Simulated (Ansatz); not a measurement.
# ZnAg3, space group Pm-3m: a comparison of norm-conserving and PAW potentials

Computed with Ansatz 0.2.0 through its Python package.

The cells in order, each with its output:

**Cell 1**
```python
import ansatz as az
import numpy as np
from tabulate import tabulate


def count_gap(report):
    # lowest empty less highest filled band, counting bands; zero where they overlap
    return max(report.get("gap_by_band_count_ev") or 0.0, 0.0)
```

**Cell 2**
```python
vectors = np.array([
    [4.041313, 0.0, 0.0],
    [0.0, 4.041313, 0.0],
    [0.0, 0.0, 4.041313],
])
structure = (
    az.Lattice.of(vectors)
    .atom("Zn", [0.0, 0.0, 0.0])
    .atom("Ag", [0.0, 0.5, 0.5])
    .atom("Ag", [0.5, 0.0, 0.5])
    .atom("Ag", [0.5, 0.5, 0.0])
)

structure.resolved().sites[-1]
```
Output:
```text
Site(symbol='Ag', position=(0.5, 0.5, 0.0), moment=None, axis=None, held=None, saved=None)
```

**Cell 3**
```python
calculation = (
    structure.calculation()
    .functional("lda")
    .occupations(az.OccupationsMethod.FERMI_DIRAC, width=0.05)
    .kpoints(5)
    .scf(tolerance=1e-09)
    .stress()
    .forces()
    .band_table()
)
variants = {
    "PAW": calculation.pseudopotentials("paw"),
    "norm-conserving": calculation.pseudopotentials("nc"),
}
# totals differ by the cores that each treatment holds, so compare what does not depend on them
rows = []
for label, variant in variants.items():
    rep = variant.run(threads=1, backend="cpu").report
    levels = np.array(rep["eigenvalues_ev"][0]) - rep["fermi_energy_ev"]
    print(label, "levels at the first k-point near E_F:", np.round(levels[np.abs(levels) < 5], 3))
    rows.append((label, rep["n_electrons"], np.trace(rep["stress_gpa"]) / 3, count_gap(rep)))
print(tabulate(rows, headers=["treatment", "electrons in bands", "P GPa", "gap by band count eV"], floatfmt=".4f", tablefmt="pipe"))
```
Output:
```text
DeckWarning: basis.ecutwfc = 420 eV, auto-derived from the records' recommended cutoffs: set by Zn (normal level)
DeckWarning: output.stress: scf.convergence.dr2_threshold = 1e-9 eV is looser than the 4e-10 eV advised for a printed stress (1e-10 eV for each atom of the cell: 4). What an SCF threshold leaves in a stress goes as its square root, and in the free energy as the threshold itself, and one threshold admits the most on a small cell: of the crystals measured, under no hybrid functional and no lock of [...]
PAW levels at the first k-point near E_F: [-4.095 -4.095 -4.095 -3.556 -3.556 -3.135 -2.863 -2.863 -2.863  0.718
  0.718  0.718  4.279]
DeckWarning: basis.ecutwfc = 1170.089609 eV, auto-derived from the records' recommended cutoffs: set by Ag (normal level)
norm-conserving levels at the first k-point near E_F: [-4.092 -4.092 -4.092 -3.555 -3.555 -3.133 -2.861 -2.861 -2.861  0.718
  0.718  0.718  4.274]
| treatment       |   electrons in bands |   P GPa |   gap by band count eV |
|:----------------|---------------------:|--------:|-----------------------:|
| PAW             |              69.0000 | -8.2626 |                 0.0000 |
| norm-conserving |              77.0000 | -8.3036 |                 0.0000 |
```

PAW gives -8.263 GPa and norm-conserving -8.304 GPa, 0.041 GPa apart. They took 2.0 and 5.8 s of processor time.

The mesh is modest for a metal, so energies can be off by several to tens of meV an atom and pressures by half a GPa or more; differences at equal mesh fare better. A gap by band count of zero or less means overlapping bands, a metal, and at an odd count of electrons it is no gap at all. At these settings the cell as given stands under about -8 GPa, so it isn't at this functional's equilibrium volume. This cell is a computed structure, which may not be the phase found in nature. Gaps and levels are Kohn-Sham values on a finite set of k-points, without spin-orbit coupling. Warnings are shown shortened and without file and line. Stress is positive in compression. Wall time of the script: 8.5 s on 1 thread of Arm Neoverse V1 (shared host), peak memory 0.5 GiB.
